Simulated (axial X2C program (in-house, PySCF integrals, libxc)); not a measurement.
# All-electron X2C curves of TaSe⁻, part 2 of 2

Computed with an in-house X2C program for linear molecules on PySCF integrals; all-electron X2C, Ta dyall-acv3z, Se dyall-acv3z. The steps go on from the part before.

### 9 PBE0, 2c

State followed: Ω = 1 (excess of +ω over −ω: ω = -3/2, ω = 5/2). The scan is laid around 2.329 Å, a first estimate of the minimum, and this SCF restarts from the orbitals of the search.

Output at 2.329 Å:

```text
two-component X2C + atomic mean field  PBE0
basis functions 312  fitting functions 1610  grid points 5803
iter        total energy     max residual
   1     -18032.446078713     5.06e-01
   2     -18032.459356734     9.25e-04
   3     -18032.459352956     4.77e-04
   4     -18032.459357597     3.01e-04
   5     -18032.459359963     7.33e-05
   6     -18032.459360067     1.79e-05
   7     -18032.459360076     3.08e-06
   8     -18032.459360077     1.09e-06
converged
one-electron -25925.10446755  Coulomb 7752.00666036  exact exchange -100.60112285  xc functional -308.45861558  nuclear repulsion 563.94067733  atomic mean-field constant -14.24249179
```

Along the bond, energies from the lowest point:

| R (Å) | E (eV) | μ (D) | HOMO (eV) | LUMO (eV) | iterations |
| --- | --- | --- | --- | --- | --- |
| 2.026 | 1.7172 | -0.56 | 0.72 | 1.71 | 21 |
| 2.119 | 0.9527 | -1.19 | 0.63 | 1.74 | 22 |
| 2.189 | 0.6249 | -1.68 | 0.55 | 1.76 | 19 |
| 2.259 | 0.4537 | -2.16 | 0.46 | 1.77 | 22 |
| 2.329 | 0.0000 | -0.47 | -0.18 | 1.85 | 8 |
| 2.410 | 0.0795 | -0.98 | -0.27 | 1.85 | 43 |
| 2.492 | 0.2449 | -1.50 | -0.37 | 1.85 | 42 |
| 2.597 | 0.8049 | -4.52 | -0.02 | 1.74 | 21 |
| 2.725 | 1.1833 | -5.39 | -0.19 | 1.64 | 21 |
| 2.911 | 1.7886 | -6.47 | -0.38 | 1.46 | 21 |

Dipoles are positive if Se is the positive end and refer to the centre of mass.

Outer spinors at the reference distance:

```json
{"ω": "1/2", "occupied": "yes", "ε (eV)": "-22.95", "atomic character": "100% Ta f", "λ mixture": "52% σ, 48% π"}
{"ω": "3/2", "occupied": "yes", "ε (eV)": "-22.93", "atomic character": "100% Ta f", "λ mixture": "66% π, 34% δ"}
{"ω": "-1/2", "occupied": "yes", "ε (eV)": "-22.92", "atomic character": "100% Ta f", "λ mixture": "60% σ, 40% π"}
{"ω": "-3/2", "occupied": "yes", "ε (eV)": "-22.87", "atomic character": "100% Ta f", "λ mixture": "73% π, 27% δ"}
{"ω": "5/2", "occupied": "yes", "ε (eV)": "-22.85", "atomic character": "100% Ta f", "λ mixture": "79% δ, 21% φ"}
{"ω": "7/2", "occupied": "yes", "ε (eV)": "-22.79", "atomic character": "100% Ta f", "λ mixture": "100% φ"}
{"ω": "-5/2", "occupied": "yes", "ε (eV)": "-22.78", "atomic character": "100% Ta f", "λ mixture": "86% δ, 14% φ"}
{"ω": "-7/2", "occupied": "yes", "ε (eV)": "-22.50", "atomic character": "100% Ta f", "λ mixture": "100% φ"}
{"ω": "-1/2", "occupied": "yes", "ε (eV)": "-13.43", "atomic character": "69% Se s, 11% Ta d, 9% Ta p", "λ mixture": "100% σ"}
{"ω": "1/2", "occupied": "yes", "ε (eV)": "-13.19", "atomic character": "69% Se s, 11% Ta d, 9% Ta p", "λ mixture": "100% σ"}
{"ω": "-1/2", "occupied": "yes", "ε (eV)": "-3.50", "atomic character": "68% Se p, 13% Ta d, 12% Ta s", "λ mixture": "100% σ"}
{"ω": "1/2", "occupied": "yes", "ε (eV)": "-3.44", "atomic character": "68% Se p, 12% Ta d, 12% Ta s", "λ mixture": "99% σ, 1% π"}
{"ω": "-1/2", "occupied": "yes", "ε (eV)": "-2.45", "atomic character": "61% Se p, 26% Ta d, 5% Ta p", "λ mixture": "100% π"}
{"ω": "1/2", "occupied": "yes", "ε (eV)": "-2.44", "atomic character": "68% Se p, 19% Ta d, 5% Ta f", "λ mixture": "99% π, 1% σ"}
{"ω": "-3/2", "occupied": "yes", "ε (eV)": "-2.22", "atomic character": "67% Se p, 20% Ta d, 5% Ta f", "λ mixture": "99% π, 1% δ"}
{"ω": "3/2", "occupied": "yes", "ε (eV)": "-2.22", "atomic character": "61% Se p, 26% Ta d, 5% Ta p", "λ mixture": "100% π"}
{"ω": "1/2", "occupied": "yes", "ε (eV)": "-1.42", "atomic character": "46% Ta s, 35% Ta d, 8% Se p", "λ mixture": "99% σ, 1% π"}
{"ω": "-3/2", "occupied": "yes", "ε (eV)": "-0.65", "atomic character": "96% Ta d", "λ mixture": "98% δ, 2% π"}
{"ω": "-1/2", "occupied": "yes", "ε (eV)": "-0.18", "atomic character": "52% Ta s, 29% Ta p, 10% Se p", "λ mixture": "99% σ, 1% π"}
{"ω": "5/2", "occupied": "yes", "ε (eV)": "-0.18", "atomic character": "97% Ta d", "λ mixture": "100% δ"}
{"ω": "-1/2", "occupied": "no", "ε (eV)": "1.85", "atomic character": "95% Ta p, 3% Ta s", "λ mixture": "100% σ"}
{"ω": "1/2", "occupied": "no", "ε (eV)": "1.91", "atomic character": "97% Ta p, 2% Ta d", "λ mixture": "100% π"}
{"ω": "-3/2", "occupied": "no", "ε (eV)": "1.91", "atomic character": "98% Ta p", "λ mixture": "100% π"}
{"ω": "-1/2", "occupied": "no", "ε (eV)": "1.97", "atomic character": "88% Ta p, 9% Ta d, 2% Se p", "λ mixture": "99% π, 1% σ"}
```

PBE0 fields in the half plane through the axis: z from -2.4 to 4.5 Å across, distance from the axis 0.15 to 2.25 Å upwards; Ta lies at z = 0 and Se at z = 2.329 Å; the ELF is damped to zero where the density is low.

log10 density (e/bohr³). Ten even steps from '0' (-3.94 ) to '9' (1.79 ):
```
111122222222222221111000
111222222222222222221100
122223333333333333322110
122233344433333443332211
222333444444444444433221
222334556554445555443321
223334677765555676544321
223345689865556897544322
```

ELF. Ten even steps from '0' (0.00 ) to '9' (0.96 ):
```
466666655321112222210000
788766665432223444432100
888765565432345666653210
998643344422467777765420
998521234312577778887531
997310256521576335887642
997212543442672342588752
997215652553652726288753
```

No constants are quoted: the dipole of the solution doesn't run smoothly along the scan, a sign that its character may change, so the fit is set aside.

### 10 HF, 2c

The SCF at the reference distance of 2.329 Å:

```text
two-component X2C + atomic mean field  HF
basis functions 312  fitting functions 1610  grid points 5803
iter        total energy     max residual
   1     -18025.804113043     6.29e-01
   2     -18025.866916698     2.36e-02
   3     -18025.872178841     2.52e-02
   4     -18025.875904883     2.49e-03
   5     -18025.877431450     2.19e-03
   6     -18025.878271268     1.32e-03
   7     -18025.879228332     1.07e-03
   8     -18025.879697263     8.51e-04
   9     -18025.879956527     7.43e-04
  10     -18025.880201961     6.71e-04
  11     -18025.880533968     5.20e-04
  12     -18025.880839165     2.52e-04
  13     -18025.880927142     1.32e-04
  14     -18025.880942112     8.67e-05
  15     -18025.880947843     5.94e-05
  16     -18025.880950247     4.25e-05
  17     -18025.880950497     3.06e-05
  18     -18025.880951096     2.83e-05
  19     -18025.880951261     2.38e-05
  20     -18025.880951330     1.70e-05
  21     -18025.880951384     1.02e-05
  22     -18025.880951419     4.49e-06
  23     -18025.880951428     3.71e-06
  24     -18025.880951429     2.89e-06
converged
one-electron -25927.03413702  Coulomb 7754.21063203  exact exchange -402.75563198  xc functional 0.00000000  nuclear repulsion 563.94067733  atomic mean-field constant -14.24249179
```

Re = 2.376 Å, ωe = 294.6 cm⁻¹, ωexe = 0.464 cm⁻¹, Be = 0.05387 cm⁻¹, De = 2.63 eV, μ = -2.24 D.

### 11 TPSSh, 2c

The SCF at the reference distance of 2.329 Å:

```text
two-component X2C + atomic mean field  TPSSh
basis functions 312  fitting functions 1610  grid points 5803
iter        total energy     max residual
   1     -18032.373784910     2.24e-01
   2     -18032.374935227     1.64e-02
   3     -18032.372664962     2.81e-02
   4     -18032.376326644     2.07e-03
   5     -18032.376348515     1.92e-03
   6     -18032.376442242     4.38e-04
   7     -18032.376448776     4.48e-05
   8     -18032.376448973     1.54e-05
   9     -18032.376449014     9.27e-06
  10     -18032.376449025     2.03e-06
  11     -18032.376449025     1.35e-06
converged
one-electron -25922.93085679  Coulomb 7749.76021463  exact exchange -40.23135744  xc functional -368.67263497  nuclear repulsion 563.94067733  atomic mean-field constant -14.24249179
```

No constants are quoted: the dipole of the solution doesn't run smoothly along the scan, a sign that its character may change, so the fit is set aside.

### 12 MP2 and beyond, 2c

Correlated methods: 12 electrons correlated (frozen shells, counted by type: Ta 5 s, 4 p, 2 d, 1 f; Se 3 s, 2 p, 1 d), 380 virtual spinors in MP2, 90 natural virtuals in coupled cluster.

Output of the correlated part at 2.329 Å:

```text
correlated 12  virtual 380  natural virtual 90  E(MP2) -0.254543405  MP2 remainder -0.016370333
iter   CCSD correlation   residual
   1     -0.244698811   1.68e-01
   2     -0.253285476   8.98e-02
   3     -0.258411336   5.24e-02
   4     -0.259373224   2.59e-02
   5     -0.259873554   1.36e-02
   6     -0.260059803   7.90e-03
   7     -0.260124533   4.59e-03
   8     -0.260187694   2.82e-03
   9     -0.260163782   1.73e-03
  10     -0.260190733   1.01e-03
  11     -0.260181689   5.51e-04
  12     -0.260190207   3.15e-04
  13     -0.260190214   1.73e-04
  14     -0.260189877   1.00e-04
  15     -0.260190349   6.03e-05
  16     -0.260190310   3.60e-05
  17     -0.260190265   2.29e-05
  18     -0.260190226   1.44e-05
  19     -0.260190024   8.77e-06
  20     -0.260190037   5.61e-06
(T) -0.017088256  T1 0.0602  D1 0.1349  max T2 0.086
```

MP2: No constants are quoted: the reference is strongly spin-contaminated.

CCSD: Re = 2.348 Å, ωe = 304 cm⁻¹, ωexe = 0.51 cm⁻¹, Be = 0.05517 cm⁻¹, De = 3.61 eV. T1 at Re = 0.043 (Lee–Taylor, the printed value over √2).

CCSD(T): Re = 2.349 Å, ωe = 303 cm⁻¹, ωexe = 0.511 cm⁻¹, Be = 0.05509 cm⁻¹, De = 3.77 eV. T1 at Re = 0.043 (Lee–Taylor, the printed value over √2).

### 13 A higher determinant, 2c

State: Ω = 2 (excess of +ω over −ω: ω = 1/2, ω = 3/2).

Output at the reference distance:

```text
two-component X2C + atomic mean field  PBE0
basis functions 312  fitting functions 1610  grid points 5803
iter        total energy     max residual
   1     -18032.441436977     5.01e-01
   2     -18032.454967218     9.24e-04
   3     -18032.454962143     4.99e-04
   4     -18032.454969269     2.49e-04
   5     -18032.454970895     8.70e-05
   6     -18032.454971053     2.52e-05
   7     -18032.454971073     5.43e-06
   8     -18032.454971075     1.76e-06
   9     -18032.454971077     1.30e-06
converged
one-electron -25924.13138388  Coulomb 7750.98993642  exact exchange -100.58908537  xc functional -308.42262378  nuclear repulsion 563.94067733  atomic mean-field constant -14.24249179
```

| R (Å) | E above the lowest PBE0 point (eV) |
| --- | --- |
| 2.026 | 1.341 |
| 2.119 | 0.607 |
| 2.189 | 0.302 |
| 2.259 | 0.152 |
| 2.329 | 0.119 |
| 2.410 | 0.191 |
| 2.492 | 0.346 |
| 2.597 | 0.625 |
| 2.725 | 1.035 |

Re = 2.317 Å, ωe = 304 cm⁻¹, ωexe = 0.549 cm⁻¹, Be = 0.05665 cm⁻¹, μ = -1.35 D.

### 14 The 2c curves together

Energy (eV) of the followed determinant, 2c, from each level's lowest point:

| R (Å) | PBE0 (dipole not smooth) | HF | MP2 (spin-contaminated) | CCSD | CCSD(T) | TPSSh (dipole not smooth) |
| --- | --- | --- | --- | --- | --- | --- |
| 2.026 | 1.717 | 1.756 | 1.428 | n/a | n/a | 1.232 |
| 2.119 | 0.953 | 0.819 | 0.605 | 0.672 | 0.677 | 0.491 |
| 2.189 | 0.625 | 0.387 | 0.249 | 0.291 | 0.294 | 0.183 |
| 2.259 | 0.454 | 0.131 | 0.061 | 0.080 | 0.082 | 0.032 |
| 2.329 | 0.000 | 0.011 | 0.000 | 0.000 | 0.000 | 0.000 |
| 2.410 | 0.079 | 0.000 | 0.050 | 0.031 | 0.028 | 0.073 |
| 2.492 | 0.245 | 0.093 | 0.194 | 0.159 | 0.153 | 0.232 |
| 2.597 | 0.805 | 0.317 | 0.475 | 0.421 | 0.411 | 0.817 |
| 2.725 | 1.183 | 0.689 | 0.906 | n/a | n/a | 0.933 |
| 2.911 | 1.789 | 1.301 | 1.648 | n/a | n/a | 1.579 |

Time for the job: 11 min (1 thread of Arm Neoverse V1, shared host); peak memory 1 GiB.

### 15 Constants

The summary covers parts 1 to 2.

Lowest determinant that the search found at its distance, spin-free: M_S = 1, Λ = 0 (beyond closed shells: δ+α, δ-α).

Lowest determinant that the search found at its distance, 2c: Ω = 1 (excess of +ω over −ω: ω = -3/2, ω = 5/2).

| Hamiltonian | level | Re (Å) | ωe (cm⁻¹) | De (eV) | μ (D) |
| --- | --- | --- | --- | --- | --- |
| spin-free | PBE0 | 2.313 | 311 | 4.45 | -0.36 |
| spin-free | HF | 2.374 | 295.7 | 2.83 | -1.20 |
| spin-free | CCSD | 2.345 | 307 | 3.94 | n/a |
| spin-free | CCSD(T) | 2.347 | 305 | 4.12 | n/a |
| spin-free | TPSSh | 2.316 | 307 | 4.61 | -0.02 |
| 2c | HF | 2.376 | 294.6 | 2.63 | -2.24 |
| 2c | CCSD | 2.348 | 304 | 3.61 | n/a |
| 2c | CCSD(T) | 2.349 | 303 | 3.77 | n/a |

Dipoles are positive if Se is the positive end and refer to the centre of mass. No constants: spin-free MP2 (the reference is strongly spin-contaminated); 2c PBE0 (the dipole of the solution doesn't run smoothly along the scan, a sign that its character may change, so the fit is set aside); 2c MP2 (the reference is strongly spin-contaminated); 2c TPSSh (the dipole of the solution doesn't run smoothly along the scan, a sign that its character may change, so the fit is set aside). Spin-free ⟨S²⟩ is off its pure value at PBE0 2.41, HF 2.87, TPSSh 2.42.

Time per point (s) on 1 thread of Arm Neoverse V1, shared host (2c runs; CCSD comes with the CCSD(T) run); the times are rough: HF 5.1, CCSD(T) 14.

At CCSD(T), going from spin-free to two-component changes Re by +2 mÅ, ωe by -0.9 %; the spin-free picture holds up (part of it comes from the scalar share of the two-electron terms). It costs about 1.5 times the time. De moves by -0.35 eV; both De rest on single-determinant atoms, which can miss part of an open shell's spin–orbit lowering. The highest occupied level is positive near Re at TPSSh spin-free: there the basis may hold the extra electron.

De refers to Ta + Se-, each in the lowest determinant found, which need not be this curve's own limit. Each curve is one determinant whose occupation by symmetry is held fixed; it was picked as the lowest of a PBE0 search that is not exhaustive. Dissociation energies refer to the lowest single-determinant-based atoms at the same level and basis. Coupled cluster ran in a truncated set of natural virtual spinors; the MP2 energy of the rest was added. The meta-GGAs lack a current-density term, which matters for open shells with orbital currents, atoms included. With several unpaired electrons one determinant need not be a pure state. The spin-free determinant is spin-contaminated at some levels. With the outer-core shells frozen, correlated bond lengths of heavy atoms tend to come out a few hundredths of an ångström too long. T1 at Re is 0.048 (Lee–Taylor), above the customary mark of 0.02.
